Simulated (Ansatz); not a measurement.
**AsH₃OSi: vertical ionisation energy**

How much energy removes an electron from AsH₃OSi at fixed geometry? The cation is run at each level and the neutral's energy taken from earlier runs.

Program: Ansatz 0.2.0, Gaussian basis. Level of theory: unrestricted cation, the program's frozen cores in correlated methods. These are calculated values, not measurements.

Levels to be run: UKS PBE-D4/def2-TZVPP; UKS r2SCAN-D4/def2-TZVPP; UKS PBE0-D4/def2-TZVPP; UKS B3LYP-D4/def2-TZVPP; UKS wB97X-V/def2-TZVPP; UKS wB97M-V/def2-TZVPP; UKS B2PLYP/def2-TZVPP; UHF-CCSD(T)/def2-TZVPP; UHF-MP2/def2-QZVPP; extrapolation to the limit; then −ε(HOMO) from the neutral's earlier runs with LDA (SPW92), PBE-D4, revPBE-D4, BLYP-D4, r2SCAN-D4, B97M-V, PBE0-D4, B3LYP-D4, r2SCANh-D4, r2SCAN0-D4, HSE06-D4, BHLYP-D4, CAM-B3LYP-D4, LC-ωPBE, ωB97X-V, ωB97M-V.

## Step 1: The geometry

All runs share one geometry, relaxed beforehand with PBE0-D4 in a triple-zeta def2 set.

SMILES `O1[SiH2][AsH]1`, 6 atoms, charge 0, spin multiplicity 1.

Atoms are counted from 1 here; the program's logs count them from 0.

Bond lengths: O1–Si2 1.651 Å, O1–As3 1.902 Å, Si2–As3 2.269 Å, Si2–H4 1.481 Å, Si2–H5 1.481 Å, As3–H6 1.536 Å. Angles: Si2–O1–As3 79.0°, O1–Si2–As3 55.4°, O1–Si2–H4 116.3°, O1–Si2–H5 116.2°, As3–Si2–H4 121.2°, As3–Si2–H5 122.5°, H4–Si2–H5 112.5°, O1–As3–Si2 45.6°, O1–As3–H6 95.3°, Si2–As3–H6 92.7°.

## Step 2: Cation, UKS PBE-D4/def2-TZVPP

The input, in.yaml:

```yaml
crystal:
  periodic: [false, false, false]
  atoms:
    - {symbol: O, position_ang: [0.740052, -1.069589, 0.115594]}
    - {symbol: Si, position_ang: [-0.262924, -0.023261, -0.675519]}
    - {symbol: As, position_ang: [-0.230427, -0.326423, 1.572703]}
    - {symbol: H, position_ang: [-1.315636, -0.635366, -1.517811]}
    - {symbol: H, position_ang: [0.387428, 1.133595, -1.332506]}
    - {symbol: H, position_ang: [0.723607, 0.856943, 1.791239]}
basis:
  gaussian: {orbitals: def2-TZVPP}
total_charge: 1
magnetization: {spin_polarized: true, initial_magnetization: 1}
hamiltonian: {xc: pbe, dispersion: d4}
```

Run with:

```
$ ansatz run in.yaml --threads 2 --pin off --events-out ev --progress --plain --max-ram 4352MiB
```

Further steps of the session: Cation, UKS r2SCAN-D4/def2-TZVPP; Cation, UKS PBE0-D4/def2-TZVPP; Cation, UKS B3LYP-D4/def2-TZVPP; Cation, UKS wB97X-V/def2-TZVPP; Cation, UKS wB97M-V/def2-TZVPP; Cation, UKS B2PLYP (frozen core)/def2-TZVPP; Cation, UHF-CCSD(T)/def2-TZVPP; Cation, UHF-MP2/def2-QZVPP.

Before running them: what should the planned runs give, taken together? Wanted: ionisation energy, CCSD(T)/CBS; nearest functional by difference; nearest −ε(HOMO); −ε(HOMO) of PBE; T1 of the cation.

The runs gave:

| quantity | value |
| --- | --- |
| ionisation energy, CCSD(T)/CBS | 9.53 eV |
| nearest functional by difference | B3LYP-D4 (-0.15 eV) |
| nearest −ε(HOMO) | LC-ωPBE (+0.12 eV) |
| −ε(HOMO) of PBE | 6.11 eV |
| T1 of the cation | 0.021 |

What this shows: Energy differences with functionals land within 0.27 eV of the reference. −ε(HOMO) of PBE misses by 3.4 eV, since self-interaction lifts the level. Among orbital estimates LC-ωPBE comes nearest. Hartree-Fock falls 1.12 eV short, as the neutral has more correlation energy than the cation. Correlated methods include outer-core shells of As, which these sets cover unevenly. With outer-core shells in play the reference is unsure by up to some tenths of an eV, so close misses can't be ranked.
